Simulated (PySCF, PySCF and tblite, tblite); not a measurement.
# C4H5FO2: a scan of ring puckering, part 2 of 3

PySCF and tblite. Atoms count from 0. Earlier steps stand in the parts before.

## Step 10: Shieldings, coordinate held at 34.7: PBE0/pcSseg-1

What the job is given:

```
{"job": {"kind": "nmr", "xc": "PBE0", "basis": "pcSseg-1", "every": 1, "pop": false}, "charge": 0, "multiplicity": 1}
O      2.445555     1.221080    -0.244278
C      1.507035     0.539133    -0.540835
C      0.315559     0.310938     0.335069
C     -0.281447    -1.098831     0.487977
O     -1.568272    -0.465008     0.633055
C     -1.132416     0.496483    -0.275442
F     -1.219258     0.080858    -1.567392
H      1.445365     0.021096    -1.516225
H      0.381973     0.829466     1.287231
H     -0.227596    -1.705737    -0.415783
H     -0.004773    -1.675626     1.370435
H     -1.645503     1.459632    -0.205134
```

Log:

```text
coarse grid: 10704 points
cycle   1  E = -404.9229064201  dE =  1.282e+00  |g| = 1.014e+00  |ddm| = 3.078e+00
cycle   2  E = -404.3918261724  dE =  5.311e-01  |g| = 1.957e+00  |ddm| = 2.338e+00
cycle   3  E = -405.1043866402  dE = -7.126e-01  |g| = 2.149e-01  |ddm| = 1.809e+00
cycle   4  E = -405.1115607860  dE = -7.174e-03  |g| = 1.006e-01  |ddm| = 1.953e-01
cycle   5  E = -405.1131935439  dE = -1.633e-03  |g| = 1.867e-02  |ddm| = 6.488e-02
cycle   6  E = -405.1132545045  dE = -6.096e-05  |g| = 7.909e-03  |ddm| = 1.761e-02
cycle   7  E = -405.1132649385  dE = -1.043e-05  |g| = 1.919e-03  |ddm| = 6.037e-03
cycle   8  E = -405.1132655252  dE = -5.866e-07  |g| = 6.682e-04  |ddm| = 1.629e-03
final grid: 105712 points
cycle   9  E = -405.1836529065  dE = -1.612e-05  |g| = 1.458e-02  |ddm| = 2.495e-02
cycle  10  E = -405.1835573830  dE =  9.552e-05  |g| = 2.711e-02  |ddm| = 2.610e-02
cycle  11  E = -405.1836906980  dE = -1.333e-04  |g| = 2.487e-03  |ddm| = 1.831e-02
cycle  12  E = -405.1836918246  dE = -1.127e-06  |g| = 3.580e-04  |ddm| = 1.713e-03
cycle  13  E = -405.1836918438  dE = -1.917e-08  |g| = 1.479e-04  |ddm| = 3.700e-04
cycle  14  E = -405.1836918479  dE = -4.103e-09  |g| = 4.697e-05  |ddm| = 1.445e-04
cycle  15  E = -405.1836918482  dE = -3.386e-10  |g| = 1.372e-05  |ddm| = 3.604e-05
converged SCF energy = -405.1836918482

GIAO shielding tensors (ppm)
atom      isotropic    diamagn.    paramagn.     s11        s22        s33       span
  0 O     -400.283     396.265    -796.548  -1102.736   -465.324    367.211   1469.947
  1 C      -14.866     246.882    -261.748   -101.177    -39.145     95.724    196.901
  2 C      121.230     249.881    -128.651     87.229    117.559    158.901     71.672
  3 C      115.476     249.265    -133.789     80.601    102.842    162.985     82.384
  4 O      216.045     398.738    -182.693    128.712    224.815    294.608    165.896
  5 C       65.819     245.242    -179.423     46.122     68.161     83.175     37.052
  6 F      342.419     473.783    -131.364    259.567    349.006    418.683    159.117
  7 H       21.650      27.933      -6.283     19.410     20.350     25.190      5.781
  8 H       28.068      31.391      -3.323     25.716     28.638     29.850      4.134
  9 H       25.986      29.903      -3.916     22.365     25.773     29.822      7.458
 10 H       27.334      29.476      -2.142     24.973     25.107     31.922      6.949
 11 H       25.671      28.984      -3.313     21.345     26.155     29.514      8.169
```

It took 6.7 s on 1 thread of AMD EPYC 9B45, shared host; peak memory 0.79 GiB.

In short: HOMO -7.55 eV, LUMO -1.23 eV; dipole 1.25 D.

## Step 11: Shieldings, coordinate held at -28.8: PBE0/pcSseg-1

What the job is given:

```
{"job": {"kind": "nmr", "xc": "PBE0", "basis": "pcSseg-1", "every": 1, "pop": false}, "charge": 0, "multiplicity": 1}
O      2.437856     0.959305    -0.595336
C      1.399294     0.379834    -0.713291
C      0.326229     0.352026     0.337727
C     -0.229901    -1.064314     0.572225
O     -1.107446    -0.882270    -0.547800
C     -1.096642     0.496918    -0.275049
F     -1.220735     1.257817    -1.384400
H      1.139691    -0.198226    -1.616638
H      0.588664     0.968235     1.197874
H      0.442373    -1.910597     0.433286
H     -0.787899    -1.157524     1.507532
H     -1.875262     0.812282     0.432548
```

Log:

```text
coarse grid: 10704 points
cycle   1  E = -404.9303001830  dE =  1.287e+00  |g| = 1.011e+00  |ddm| = 3.059e+00
cycle   2  E = -404.4179800307  dE =  5.123e-01  |g| = 1.936e+00  |ddm| = 2.506e+00
cycle   3  E = -405.1111403849  dE = -6.932e-01  |g| = 2.118e-01  |ddm| = 1.970e+00
cycle   4  E = -405.1181072002  dE = -6.967e-03  |g| = 1.045e-01  |ddm| = 2.064e-01
cycle   5  E = -405.1198923494  dE = -1.785e-03  |g| = 2.061e-02  |ddm| = 7.111e-02
cycle   6  E = -405.1199701591  dE = -7.781e-05  |g| = 7.175e-03  |ddm| = 1.710e-02
cycle   7  E = -405.1199790511  dE = -8.892e-06  |g| = 1.725e-03  |ddm| = 5.602e-03
final grid: 105712 points
cycle   8  E = -405.1907637952  dE = -1.358e-05  |g| = 1.569e-02  |ddm| = 2.805e-02
cycle   9  E = -405.1906515409  dE =  1.123e-04  |g| = 2.938e-02  |ddm| = 2.825e-02
cycle  10  E = -405.1908070267  dE = -1.555e-04  |g| = 2.396e-03  |ddm| = 1.998e-02
cycle  11  E = -405.1908080403  dE = -1.014e-06  |g| = 3.552e-04  |ddm| = 1.656e-03
cycle  12  E = -405.1908080605  dE = -2.026e-08  |g| = 1.308e-04  |ddm| = 3.644e-04
cycle  13  E = -405.1908080641  dE = -3.596e-09  |g| = 3.182e-05  |ddm| = 1.276e-04
cycle  14  E = -405.1908080643  dE = -1.584e-10  |g| = 1.370e-05  |ddm| = 3.338e-05
converged SCF energy = -405.1908080643

GIAO shielding tensors (ppm)
atom      isotropic    diamagn.    paramagn.     s11        s22        s33       span
  0 O     -391.511     396.114    -787.625  -1064.002   -476.409    365.878   1429.880
  1 C      -16.927     247.260    -264.187   -109.350    -38.089     96.656    206.007
  2 C      123.027     252.792    -129.765    112.544    119.345    137.192     24.647
  3 C      126.845     248.535    -121.690     92.617    120.173    167.746     75.129
  4 O      230.731     397.779    -167.048    157.142    214.884    320.168    163.026
  5 C       72.306     242.774    -170.468     49.613     69.287     98.018     48.405
  6 F      301.051     471.631    -170.580    203.430    327.267    372.457    169.027
  7 H       21.262      28.028      -6.766     18.654     20.011     25.122      6.468
  8 H       28.731      31.767      -3.037     25.649     27.505     33.038      7.390
  9 H       27.628      29.440      -1.812     24.646     25.701     32.539      7.893
 10 H       27.406      29.600      -2.194     24.677     25.601     31.940      7.262
 11 H       25.382      28.857      -3.475     22.352     25.733     28.060      5.708
```

Wall time 6.6 s (1 thread of AMD EPYC 9B45, shared host); peak memory 0.79 GiB.

Key values: HOMO -7.59 eV, LUMO -1.08 eV; dipole 3.21 D.

## Step 12: Shieldings, coordinate held at -15: PBE0/pcSseg-1

What the job is given:

```
{"job": {"kind": "nmr", "xc": "PBE0", "basis": "pcSseg-1", "every": 1, "pop": false}, "charge": 0, "multiplicity": 1}
O      2.426854     0.995123    -0.511142
C      1.400373     0.406623    -0.678029
C      0.291535     0.336807     0.336657
C     -0.222518    -1.097939     0.568451
O     -1.322781    -0.870603    -0.320712
C     -1.112019     0.513577    -0.276568
F     -1.152459     1.081073    -1.508980
H      1.182716    -0.152513    -1.604619
H      0.527253     0.936792     1.214729
H      0.415551    -1.915748     0.230440
H     -0.567478    -1.280493     1.588755
H     -1.843432     1.052165     0.341902
```

Log:

```text
coarse grid: 10704 points
cycle   1  E = -404.9382863489  dE =  1.266e+00  |g| = 1.012e+00  |ddm| = 3.053e+00
cycle   2  E = -404.4272655100  dE =  5.110e-01  |g| = 1.936e+00  |ddm| = 2.453e+00
cycle   3  E = -405.1184864966  dE = -6.912e-01  |g| = 2.149e-01  |ddm| = 1.912e+00
cycle   4  E = -405.1257654975  dE = -7.279e-03  |g| = 1.015e-01  |ddm| = 2.037e-01
cycle   5  E = -405.1274287302  dE = -1.663e-03  |g| = 2.003e-02  |ddm| = 6.751e-02
cycle   6  E = -405.1275026356  dE = -7.391e-05  |g| = 7.124e-03  |ddm| = 1.671e-02
cycle   7  E = -405.1275113409  dE = -8.705e-06  |g| = 1.759e-03  |ddm| = 5.417e-03
final grid: 105712 points
cycle   8  E = -405.1970817368  dE = -1.150e-05  |g| = 1.560e-02  |ddm| = 2.681e-02
cycle   9  E = -405.1969717893  dE =  1.099e-04  |g| = 2.912e-02  |ddm| = 2.747e-02
cycle  10  E = -405.1971243011  dE = -1.525e-04  |g| = 2.438e-03  |ddm| = 1.956e-02
cycle  11  E = -405.1971253570  dE = -1.056e-06  |g| = 3.468e-04  |ddm| = 1.632e-03
cycle  12  E = -405.1971253761  dE = -1.916e-08  |g| = 1.328e-04  |ddm| = 3.540e-04
cycle  13  E = -405.1971253798  dE = -3.673e-09  |g| = 3.285e-05  |ddm| = 1.250e-04
cycle  14  E = -405.1971253800  dE = -1.708e-10  |g| = 1.360e-05  |ddm| = 3.298e-05
converged SCF energy = -405.1971253800

GIAO shielding tensors (ppm)
atom      isotropic    diamagn.    paramagn.     s11        s22        s33       span
  0 O     -387.747     396.217    -783.964  -1056.943   -466.163    359.865   1416.809
  1 C      -15.490     247.279    -262.769   -106.748    -34.101     94.379    201.127
  2 C      128.992     253.233    -124.241    116.394    130.106    140.477     24.083
  3 C      124.792     247.358    -122.565     88.942    115.071    170.364     81.422
  4 O      240.846     397.425    -156.579    167.997    225.435    329.105    161.109
  5 C       72.026     241.536    -169.510     49.382     72.624     94.070     44.688
  6 F      299.675     472.113    -172.438    200.228    313.361    385.436    185.208
  7 H       21.282      28.133      -6.851     18.796     20.458     24.593      5.797
  8 H       28.608      31.781      -3.173     25.604     28.111     32.110      6.506
  9 H       27.353      29.356      -2.003     24.346     25.513     32.201      7.855
 10 H       27.037      29.338      -2.302     24.551     25.312     31.248      6.698
 11 H       25.302      28.548      -3.246     21.962     25.675     28.270      6.308
```

Wall time 6.6 s (1 thread of AMD EPYC 9B45, shared host); peak memory 0.79 GiB.

Key values: HOMO -7.69 eV, LUMO -1.12 eV; dipole 2.75 D.

## Step 13: Shieldings, coordinate held at 0.2: PBE0/pcSseg-1

What the job is given:

```
{"job": {"kind": "nmr", "xc": "PBE0", "basis": "pcSseg-1", "every": 1, "pop": false}, "charge": 0, "multiplicity": 1}
O      2.423384     1.062972    -0.403809
C      1.423604     0.448855    -0.632699
C      0.276291     0.320107     0.331247
C     -0.232707    -1.117129     0.561356
O     -1.503807    -0.796811    -0.017811
C     -1.129552     0.522454    -0.269182
F     -1.130186     0.801550    -1.606034
H      1.265939    -0.088670    -1.584511
H      0.468518     0.896732     1.235565
H      0.284949    -1.895802    -0.003757
H     -0.332372    -1.409730     1.607466
H     -1.782127     1.270768     0.198925
```

Log:

```text
coarse grid: 10704 points
cycle   1  E = -404.9388649237  dE =  1.252e+00  |g| = 1.013e+00  |ddm| = 3.049e+00
cycle   2  E = -404.4288805612  dE =  5.100e-01  |g| = 1.935e+00  |ddm| = 2.366e+00
cycle   3  E = -405.1189828196  dE = -6.901e-01  |g| = 2.165e-01  |ddm| = 1.827e+00
cycle   4  E = -405.1264230618  dE = -7.440e-03  |g| = 9.946e-02  |ddm| = 2.009e-01
cycle   5  E = -405.1280114387  dE = -1.588e-03  |g| = 1.919e-02  |ddm| = 6.461e-02
cycle   6  E = -405.1280793636  dE = -6.792e-05  |g| = 7.163e-03  |ddm| = 1.647e-02
cycle   7  E = -405.1280881329  dE = -8.769e-06  |g| = 1.807e-03  |ddm| = 5.316e-03
final grid: 105712 points
cycle   8  E = -405.1987660241  dE = -1.170e-05  |g| = 1.572e-02  |ddm| = 2.719e-02
cycle   9  E = -405.1986557893  dE =  1.102e-04  |g| = 2.923e-02  |ddm| = 2.717e-02
cycle  10  E = -405.1988089890  dE = -1.532e-04  |g| = 2.494e-03  |ddm| = 1.925e-02
cycle  11  E = -405.1988100954  dE = -1.106e-06  |g| = 3.337e-04  |ddm| = 1.652e-03
cycle  12  E = -405.1988101127  dE = -1.731e-08  |g| = 1.359e-04  |ddm| = 3.269e-04
cycle  13  E = -405.1988101165  dE = -3.726e-09  |g| = 3.733e-05  |ddm| = 1.270e-04
cycle  14  E = -405.1988101167  dE = -2.117e-10  |g| = 1.312e-05  |ddm| = 3.153e-05
converged SCF energy = -405.1988101167

GIAO shielding tensors (ppm)
atom      isotropic    diamagn.    paramagn.     s11        s22        s33       span
  0 O     -397.059     396.300    -793.359  -1083.145   -463.966    355.933   1439.078
  1 C      -15.594     246.890    -262.484   -104.334    -34.935     92.488    196.822
  2 C      133.164     253.218    -120.054    114.318    140.531    144.643     30.325
  3 C      120.646     247.081    -126.435     87.295    103.810    170.835     83.540
  4 O      242.018     397.087    -155.069    159.330    248.381    318.343    159.013
  5 C       70.292     241.351    -171.059     46.636     73.568     90.671     44.035
  6 F      300.545     472.946    -172.400    203.424    306.951    391.261    187.838
  7 H       21.299      28.163      -6.864     18.916     20.588     24.392      5.476
  8 H       28.393      31.691      -3.298     25.670     28.392     31.117      5.447
  9 H       26.829      29.455      -2.626     23.942     25.009     31.535      7.594
 10 H       26.856      29.225      -2.369     24.596     25.173     30.799      6.203
 11 H       25.444      28.411      -2.967     21.662     25.942     28.729      7.068
```

It took 6.6 s on 1 thread of AMD EPYC 9B45, shared host; peak memory 0.79 GiB.

This run: HOMO -7.78 eV, LUMO -1.20 eV; dipole 2.22 D.

## Step 14: Shieldings, coordinate held at 15.2: PBE0/pcSseg-1

What the job is given:

```
{"job": {"kind": "nmr", "xc": "PBE0", "basis": "pcSseg-1", "every": 1, "pop": false}, "charge": 0, "multiplicity": 1}
O      2.432350     1.122072    -0.317588
C      1.454346     0.490031    -0.591209
C      0.280171     0.314824     0.327591
C     -0.251589    -1.117296     0.540759
O     -1.591752    -0.669458     0.288320
C     -1.132892     0.522581    -0.262215
F     -1.145724     0.476803    -1.630778
H      1.341252    -0.027526    -1.560666
H      0.423152     0.865878     1.256454
H      0.079849    -1.830811    -0.217945
H     -0.142872    -1.538496     1.539470
H     -1.713400     1.406145     0.023740
```

Log:

```text
coarse grid: 10704 points
cycle   1  E = -404.9393734784  dE =  1.255e+00  |g| = 1.012e+00  |ddm| = 3.056e+00
cycle   2  E = -404.4282323034  dE =  5.111e-01  |g| = 1.935e+00  |ddm| = 2.298e+00
cycle   3  E = -405.1193472245  dE = -6.911e-01  |g| = 2.162e-01  |ddm| = 1.767e+00
cycle   4  E = -405.1267672505  dE = -7.420e-03  |g| = 9.829e-02  |ddm| = 1.982e-01
cycle   5  E = -405.1283125597  dE = -1.545e-03  |g| = 1.870e-02  |ddm| = 6.332e-02
cycle   6  E = -405.1283766116  dE = -6.405e-05  |g| = 7.283e-03  |ddm| = 1.688e-02
cycle   7  E = -405.1283856523  dE = -9.041e-06  |g| = 1.852e-03  |ddm| = 5.447e-03
final grid: 105712 points
cycle   8  E = -405.1981919158  dE = -9.808e-06  |g| = 1.563e-02  |ddm| = 2.518e-02
cycle   9  E = -405.1980811922  dE =  1.107e-04  |g| = 2.920e-02  |ddm| = 2.732e-02
cycle  10  E = -405.1982346588  dE = -1.535e-04  |g| = 2.474e-03  |ddm| = 1.930e-02
cycle  11  E = -405.1982357646  dE = -1.106e-06  |g| = 3.437e-04  |ddm| = 1.637e-03
cycle  12  E = -405.1982357828  dE = -1.813e-08  |g| = 1.393e-04  |ddm| = 3.494e-04
cycle  13  E = -405.1982357866  dE = -3.825e-09  |g| = 4.124e-05  |ddm| = 1.319e-04
cycle  14  E = -405.1982357868  dE = -2.632e-10  |g| = 1.256e-05  |ddm| = 3.263e-05
converged SCF energy = -405.1982357868

GIAO shielding tensors (ppm)
atom      isotropic    diamagn.    paramagn.     s11        s22        s33       span
  0 O     -405.606     396.343    -801.949  -1109.187   -466.857    359.226   1468.412
  1 C      -16.192     246.698    -262.890   -102.992    -38.433     92.849    195.841
  2 C      131.755     251.995    -120.240    106.846    134.156    154.261     47.415
  3 C      116.476     247.888    -131.413     87.660     93.241    168.525     80.865
  4 O      236.374     397.437    -161.063    147.062    260.918    301.142    154.081
  5 C       67.875     242.811    -174.935     45.063     71.340     87.223     42.160
  6 F      314.975     473.808    -158.833    221.569    320.737    402.619    181.049
  7 H       21.405      28.091      -6.686     19.103     20.503     24.608      5.505
  8 H       28.190      31.482      -3.292     25.865     28.402     30.303      4.437
  9 H       26.305      29.665      -3.360     23.639     24.598     30.678      7.039
 10 H       26.970      29.300      -2.330     24.584     25.270     31.057      6.473
 11 H       25.628      28.600      -2.972     21.506     26.182     29.195      7.689
```

Wall time 6.6 s (1 thread of AMD EPYC 9B45, shared host); peak memory 0.79 GiB.

In short: HOMO -7.74 eV, LUMO -1.25 eV; dipole 1.68 D.

## Step 15: Shieldings, coordinate held at 28.8: PBE0/pcSseg-1

What the job is given:

```
{"job": {"kind": "nmr", "xc": "PBE0", "basis": "pcSseg-1", "every": 1, "pop": false}, "charge": 0, "multiplicity": 1}
O      2.443099     1.183712    -0.261758
C      1.487920     0.525410    -0.556700
C      0.300167     0.313708     0.331301
C     -0.272777    -1.105997     0.508820
O     -1.590941    -0.529068     0.539258
C     -1.129277     0.506939    -0.267583
F     -1.182864     0.181667    -1.592283
H      1.407701     0.014201    -1.533779
H      0.392090     0.840867     1.278336
H     -0.137418    -1.743063    -0.366946
H     -0.033950    -1.640100     1.427428
H     -1.661944     1.454421    -0.145732
```

Log:

```text
coarse grid: 10704 points
cycle   1  E = -404.9311824783  dE =  1.272e+00  |g| = 1.012e+00  |ddm| = 3.070e+00
cycle   2  E = -404.4103397937  dE =  5.208e-01  |g| = 1.945e+00  |ddm| = 2.301e+00
cycle   3  E = -405.1116872592  dE = -7.013e-01  |g| = 2.152e-01  |ddm| = 1.773e+00
cycle   4  E = -405.1189581284  dE = -7.271e-03  |g| = 9.903e-02  |ddm| = 1.959e-01
cycle   5  E = -405.1205312404  dE = -1.573e-03  |g| = 1.860e-02  |ddm| = 6.376e-02
cycle   6  E = -405.1205930116  dE = -6.177e-05  |g| = 7.622e-03  |ddm| = 1.744e-02
cycle   7  E = -405.1206028119  dE = -9.800e-06  |g| = 1.895e-03  |ddm| = 5.808e-03
final grid: 105712 points
cycle   8  E = -405.1912401429  dE = -1.266e-05  |g| = 1.590e-02  |ddm| = 2.545e-02
cycle   9  E = -405.1911247365  dE =  1.154e-04  |g| = 2.979e-02  |ddm| = 2.799e-02
cycle  10  E = -405.1912841017  dE = -1.594e-04  |g| = 2.460e-03  |ddm| = 1.983e-02
cycle  11  E = -405.1912851883  dE = -1.087e-06  |g| = 3.801e-04  |ddm| = 1.685e-03
cycle  12  E = -405.1912852109  dE = -2.265e-08  |g| = 1.417e-04  |ddm| = 3.836e-04
cycle  13  E = -405.1912852148  dE = -3.904e-09  |g| = 4.472e-05  |ddm| = 1.405e-04
cycle  14  E = -405.1912852151  dE = -3.058e-10  |g| = 1.199e-05  |ddm| = 3.277e-05
converged SCF energy = -405.1912852151

GIAO shielding tensors (ppm)
atom      isotropic    diamagn.    paramagn.     s11        s22        s33       span
  0 O     -404.517     396.300    -800.817  -1111.541   -467.214    365.204   1476.745
  1 C      -15.631     246.794    -262.424   -101.765    -39.862     94.734    196.499
  2 C      125.314     250.428    -125.114     94.319    123.297    158.326     64.007
  3 C      114.926     248.889    -133.963     81.840     98.582    164.356     82.516
  4 O      223.699     398.291    -174.593    134.482    239.869    296.746    162.264
  5 C       66.286     244.615    -178.330     45.663     68.680     84.514     38.851
  6 F      336.270     473.978    -137.708    249.018    342.764    417.027    168.010
  7 H       21.563      27.978      -6.415     19.296     20.379     25.014      5.718
  8 H       28.093      31.360      -3.267     25.857     28.525     29.896      4.039
  9 H       26.045      29.834      -3.789     22.860     25.248     30.026      7.166
 10 H       27.233      29.439      -2.206     24.839     25.190     31.670      6.831
 11 H       25.690      28.881      -3.190     21.401     26.179     29.490      8.089
```

It took 6.6 s on 1 thread of AMD EPYC 9B45, shared host; peak memory 0.79 GiB.

Key values: HOMO -7.63 eV, LUMO -1.25 eV; dipole 1.28 D.

## Step 16: Couplings, coordinate held at -34.7: B3LYP/pcJ-1+6-31G*

What the job is given:

```
{"job": {"kind": "j", "xc": "B3LYP", "basis": {"default": "6-31G*", "H": "pcJ-1", "F": "pcJ-1"}, "nuclei": ["H", "F"], "every": 2, "pop": false}, "charge": 0, "multiplicity": 1}
O      2.444497     0.957432    -0.619681
C      1.408123     0.371132    -0.726255
C      0.349388     0.350279     0.336297
C     -0.242910    -1.047473     0.576584
O     -1.019149    -0.872018    -0.618786
C     -1.098836     0.486885    -0.266794
F     -1.265939     1.304770    -1.326510
H      1.141822    -0.210650    -1.625188
H      0.621520     0.970934     1.191299
H      0.421223    -1.909078     0.507761
H     -0.873215    -1.106445     1.467242
H     -1.882908     0.715933     0.464637
```

Log:

```text
coarse grid: 10704 points
cycle   1  E = -405.4728021078  dE =  1.276e+00  |g| = 1.080e+00  |ddm| = 3.243e+00
cycle   2  E = -404.7473937663  dE =  7.254e-01  |g| = 2.197e+00  |ddm| = 2.904e+00
cycle   3  E = -405.6821622861  dE = -9.348e-01  |g| = 2.501e-01  |ddm| = 2.307e+00
cycle   4  E = -405.6920340322  dE = -9.872e-03  |g| = 1.330e-01  |ddm| = 2.872e-01
cycle   5  E = -405.6950735221  dE = -3.039e-03  |g| = 2.964e-02  |ddm| = 9.870e-02
cycle   6  E = -405.6952480933  dE = -1.746e-04  |g| = 8.532e-03  |ddm| = 2.623e-02
cycle   7  E = -405.6952608292  dE = -1.274e-05  |g| = 2.464e-03  |ddm| = 6.818e-03
cycle   8  E = -405.6952618949  dE = -1.066e-06  |g| = 7.698e-04  |ddm| = 2.082e-03
final grid: 105712 points
cycle   9  E = -405.6556377026  dE = -5.799e-05  |g| = 7.662e-03  |ddm| = 2.041e-02
cycle  10  E = -405.6556163561  dE =  2.135e-05  |g| = 1.320e-02  |ddm| = 1.538e-02
cycle  11  E = -405.6556488941  dE = -3.254e-05  |g| = 2.003e-03  |ddm| = 1.056e-02
cycle  12  E = -405.6556496506  dE = -7.565e-07  |g| = 4.702e-04  |ddm| = 1.732e-03
cycle  13  E = -405.6556496854  dE = -3.475e-08  |g| = 1.557e-04  |ddm| = 4.055e-04
cycle  14  E = -405.6556496898  dE = -4.396e-09  |g| = 2.677e-05  |ddm| = 1.323e-04
cycle  15  E = -405.6556496899  dE = -1.208e-10  |g| = 1.208e-05  |ddm| = 3.334e-05
converged SCF energy = -405.6556496899

Indirect spin-spin couplings (Hz)
  i      j    bonds     total        FC       PSO       DSO        SD
  6 F    7 H    4      0.195     0.077    -0.219     0.631    -0.294
  6 F    8 H    3     -0.372    -1.614     2.029    -1.047     0.260
  6 F    9 H    4     12.374    13.533     0.734    -1.872    -0.021
  6 F   10 H    4     -4.956    -2.665    -0.701    -1.734     0.143
  6 F   11 H    2     72.868    75.799     1.351    -0.959    -3.323
  7 H    8 H    3      5.510     6.481     1.694    -2.665         -
  7 H    9 H    4      0.222    -0.021    -0.414     0.656         -
  7 H   10 H    4     -0.799    -0.247     1.282    -1.834         -
  7 H   11 H    4     -0.375     0.210     1.359    -1.944         -
  8 H    9 H    3     -0.022     0.468     1.113    -1.603         -
  8 H   10 H    3      2.948     2.916     0.141    -0.109         -
  8 H   11 H    3      1.467     1.417     0.029     0.021         -
  9 H   10 H    2     -5.010    -4.502     1.796    -2.304         -
  9 H   11 H    4     -1.551    -0.778     1.561    -2.334         -
 10 H   11 H    4      0.478    -0.054    -1.059     1.592         -
```

Run time: 8.5 s. Hardware: 1 thread of AMD EPYC 9B45, shared host; peak memory 0.79 GiB.

This run: HOMO -7.05 eV, LUMO -1.07 eV; dipole 3.24 D.

(Continued in part 3 of 3.)
